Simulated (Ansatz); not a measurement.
C2H8GeSi, SMILES [SiH3][CH]1[CH2][GeH2]1: an atomisation energy, run with Ansatz 0.2.0 through its Python package.

`c2h8gesi.xyz`
```text
12

Si   -0.63390    1.18910   -0.98360
C    -0.60400    0.00750    0.42060
C     0.65850   -0.06970    1.09500
Ge    0.45720   -1.61750   -0.07490
H    -1.75300    0.82840   -1.93610
H    -0.96580    2.59070   -0.46450
H     0.62520    1.25830   -1.71450
H    -1.45430   -0.14840    1.05100
H     1.49600    0.62500    0.78850
H     0.62140   -0.31540    2.21250
H     1.39310   -1.53820   -1.21380
H     0.23660   -2.86490    0.85390
```

`c2h8gesi_tae.py`
```python
from collections import Counter
import logging
import sys

import ansatz as az

logging.basicConfig(stream=sys.stdout, format="%(levelname)s:%(name)s:%(message)s")
log = logging.getLogger("calc")
log.setLevel(logging.INFO)


def energy(molecule, charge=0, unpaired=0):
    calc = (
        molecule.calculation()
        .basis(gaussian="6-31G*")
        .functional("r2scan")
    )
    if charge:
        calc = calc.charge(charge)
    if unpaired:
        calc = calc.spin("collinear", total=unpaired)
    report = calc.run(threads=1).report
    if report["published_state_doubts"]:
        print("  doubts:", report["published_state_doubts"])
    return report["free_energy_ev"]

system = az.Crystal.molecule_from_extxyz("c2h8gesi.xyz")

unpaired = {"Si": 2, "C": 2, "Ge": 2, "H": 1}
counts = Counter(site.symbol for site in system.cartesian_sites)
atom_energy = {s: energy(az.Crystal.molecule().atom(s, (0, 0, 0)), 0, unpaired[s]) for s in counts}
whole = energy(system, 0, 0)
for s, e in atom_energy.items():
    log.info(f"{s:2s} x{counts[s]}  {e:14.5f} eV")
log.info(f"C2H8GeSi: {whole:.5f} eV")
split = sum(counts[s] * e for s, e in atom_energy.items()) - whole
log.info(f"atomisation energy (no zero-point term): {split:.3f} eV, {split / sum(counts.values()):.3f} eV an atom")
```

What does it cost to take this molecule apart into atoms?

40.125 eV from the electronic energies, without the zero-point term.

The output:

`python c2h8gesi_tae.py` gives:
```text
INFO:calc:Si x1     -7872.84156 eV
INFO:calc:C  x2     -1029.12978 eV
INFO:calc:Ge x1    -56507.83990 eV
INFO:calc:H  x8       -13.55744 eV
INFO:calc:C2H8GeSi: -66587.52587 eV
INFO:calc:atomisation energy (no zero-point term): 40.125 eV, 3.344 eV an atom
```

Reading the output:
- The settings weren't tested for convergence.
- The geometry is a force-field or estimated start, not a minimum of this method, and the basis set is short of its limit. All parts are taken at fixed geometry, without zero-point energy.
- It ran for 16 s on 1 thread of AMD EPYC (Zen 3), with other jobs on the host, peak memory 0.23 GiB.

(Lines on the test bed's own set-up are left out of the output.)
